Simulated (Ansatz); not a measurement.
I need a rigid scan of one bond length of CH5FGeSi, SMILES F[CH]1[SiH2][GeH2]1. Use Ansatz's Python interface. Level of theory (for the species named): PBE0, def2-SVP basis, multiplicity 1, D4 dispersion.

```yaml
atoms:
  - { symbol: F, position_ang: [-0.1261, -0.7167, -1.8710] }
  - { symbol: C, position_ang: [-0.3984, 0.2025, -0.8393] }
  - { symbol: Si, position_ang: [1.1001, 0.6054, 0.0618] }
  - { symbol: Ge, position_ang: [-0.6163, -0.7013, 0.8304] }
  - { symbol: H, position_ang: [-1.0769, 1.0470, -1.0608] }
  - { symbol: H, position_ang: [1.1578, 1.9375, 0.7259] }
  - { symbol: H, position_ang: [2.3305, -0.2231, -0.2429] }
  - { symbol: H, position_ang: [-0.5232, -2.2296, 0.6519] }
  - { symbol: H, position_ang: [-1.7588, 0.0321, 1.7269] }
```

The script, `scan.py`:
```python
"""Potential curve of CH5FGeSi along one bond."""

import ansatz as az
from ase import Atoms
import numpy as np

BASIS_SET = "def2-SVP"
FUNCTIONAL = "pbe0"
VDW = "d4"


def main() -> None:
    atoms = Atoms(["F", "C", "Si", "Ge", "H", "H", "H", "H", "H"], positions=[
        [-0.1261, -0.7167, -1.871],
        [-0.3984, 0.2025, -0.8393],
        [1.1001, 0.6054, 0.0618],
        [-0.6163, -0.7013, 0.8304],
        [-1.0769, 1.047, -1.0608],
        [1.1578, 1.9375, 0.7259],
        [2.3305, -0.2231, -0.2429],
        [-0.5232, -2.2296, 0.6519],
        [-1.7588, 0.0321, 1.7269],
    ])
    geometry = az.Crystal.molecule_from_ase(atoms)

    symbols = [site.symbol for site in geometry.cartesian_sites]
    start = np.array([site.position_ang for site in geometry.cartesian_sites])
    axis = (start[4] - start[1]) / np.linalg.norm(start[4] - start[1])
    moving = [4]
    lengths, energies = [0.973, 1.017, 1.061, 1.106, 1.15, 1.194, 1.238, 1.305], []
    for length in lengths:
        xyz = start.copy()
        xyz[moving] += (length - np.linalg.norm(start[4] - start[1])) * axis
        point = az.Crystal.molecule()
        for symbol, place in zip(symbols, xyz):
            point = point.atom(symbol, place.tolist())
        calculation = (
            point.calculation()
            .basis(gaussian=BASIS_SET)
            .functional(FUNCTIONAL, dispersion=VDW)
        )
        summary = calculation.run(threads=1).report
        energies.append(summary["free_energy_ev"])
        print(f"r = {length:6.3f} A  E = {energies[-1]:.5f} eV  <S^2> = {abs(summary['mean_field']['state']['spin_squared']):.3f}")

    # quartic fit about the minimum
    fit = np.polynomial.Polynomial.fit(lengths, np.array(energies) - min(energies), 4).convert()
    roots = [r.real for r in fit.deriv().roots() if abs(r.imag) < 1e-9 and fit.deriv(2)(r.real) > 0]
    r_e = min(roots, key=lambda r: abs(r - lengths[int(np.argmin(energies))]))
    print(f"minimum of the fit at {r_e:.4f} A, force constant {fit.deriv(2)(r_e):.2f} eV/A^2")


if __name__ == "__main__":
    main()
```

Output of `python scan.py`:
```text
r =  0.973 A  E = -68201.68247 eV  <S^2> = 0.000
r =  1.017 A  E = -68201.89548 eV  <S^2> = 0.000
r =  1.061 A  E = -68202.00377 eV  <S^2> = 0.000
r =  1.106 A  E = -68202.03019 eV  <S^2> = 0.000
r =  1.150 A  E = -68201.99233 eV  <S^2> = 0.000
r =  1.194 A  E = -68201.90636 eV  <S^2> = 0.000
r =  1.238 A  E = -68201.78415 eV  <S^2> = 0.000
r =  1.305 A  E = -68201.54922 eV  <S^2> = 0.000
minimum of the fit at 1.0995 A, force constant 33.78 eV/A^2
```

Notes:
- Total energies depend on the basis set; only differences at equal settings carry meaning.
- The rest of the molecule is held rigid at a force-field or estimated start geometry, and the basis set is modest; single-reference methods fail as a bond breaks.
- The orbitals are restricted, so S² is zero by construction.
- Run time: 32 s on 1 thread of Arm Neoverse V1, on a shared host, peak memory 0.29 GiB.
